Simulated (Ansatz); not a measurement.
Run this with the Ansatz DFT code, driven from Python and show what comes out.

`srmg2.py`:
```python
# -*- coding: utf-8 -*-
import warnings

import ansatz


def main():
    warnings.simplefilter("ignore", ansatz.DeckWarning)

    structure = (
        ansatz.Lattice.of((0.0, 4.544757, 4.544757), (4.544757, 0.0, 4.544757), (4.544757, 4.544757, 0.0))
        .atom("Sr", (0.5, 0.5, 0.5))
        .atom("Sr", (0.75, 0.75, 0.75))
        .atom("Mg", (0.125, 0.125, 0.625))
        .atom("Mg", (0.125, 0.625, 0.125))
        .atom("Mg", (0.625, 0.125, 0.125))
        .atom("Mg", (0.125, 0.125, 0.125))
    )

    job = (
        structure.calculation()
        .kpoints(5)
        .occupations("cold")
        .functional("pbesol")
        .basis(450)
        .band_table()
    )
    typed = job.input()
    rows = []
    for value in [0.1, 0.3, 0.6]:
        edited = typed.set(ansatz.key.scf.mixing.beta, value)
        r = ansatz.Session.from_dict(edited).plan().execute().report
        rows.append((value, r["free_energy_ev"], r["n_iterations"], len(r["eigenvalues_ev"][0]) if "eigenvalues_ev" in r else 0))
    lines = [",".join(["beta", "F eV", "iterations", "bands listed"])] + [",".join(f"{v:.4f}" if isinstance(v, float) else str(v) for v in row) for row in rows]
    print("\n".join(lines))
    with open("edit.csv", "w") as handle:
        handle.write("\n".join(lines) + "\n")
    print(edited.to_yaml())


if __name__ == "__main__":
    main()
```

`python srmg2.py` gives:
```text
beta,F eV,iterations,bands listed
0.1000,-14633.2295,9,36
0.3000,-14633.2295,7,36
0.6000,-14633.2295,6,36
crystal:
  lattice:
    - [0.0, 4.544757, 4.544757]
    - [4.544757, 0.0, 4.544757]
    - [4.544757, 4.544757, 0.0]
  atoms:
    - { symbol: Sr, position: [0.5, 0.5, 0.5] }
    - { symbol: Sr, position: [0.75, 0.75, 0.75] }
    - { symbol: Mg, position: [0.125, 0.125, 0.625] }
    - { symbol: Mg, position: [0.125, 0.625, 0.125] }
    - { symbol: Mg, position: [0.625, 0.125, 0.125] }
    - { symbol: Mg, position: [0.125, 0.125, 0.125] }
basis:
  ecutwfc: 450.0
kpoints:
  mp_grid:
    grid: [5, 5, 5]
hamiltonian:
  xc: pbesol
scf:
  occupations:
    method: cold
  mixing:
    beta: 0.6
output:
  eigenvalues: true
```

Total energies depend on the potentials; only differences at equal settings carry meaning. A total without «per atom» is that of the cell as typed. The mesh is modest for a metal, so energies can be off by several to tens of meV an atom and pressures by half a GPa or more; differences at equal mesh fare better. The structure comes from a database of computed cells and needn't be a stable or known phase. The whole script took 7.9 s on 1 thread of Arm Neoverse V2, on a shared host, peak memory 0.45 GiB.

(A comment or docstring line of the script was reworded after the run, the code is as it ran; lines on the test bed's own set-up are left out of the output.)
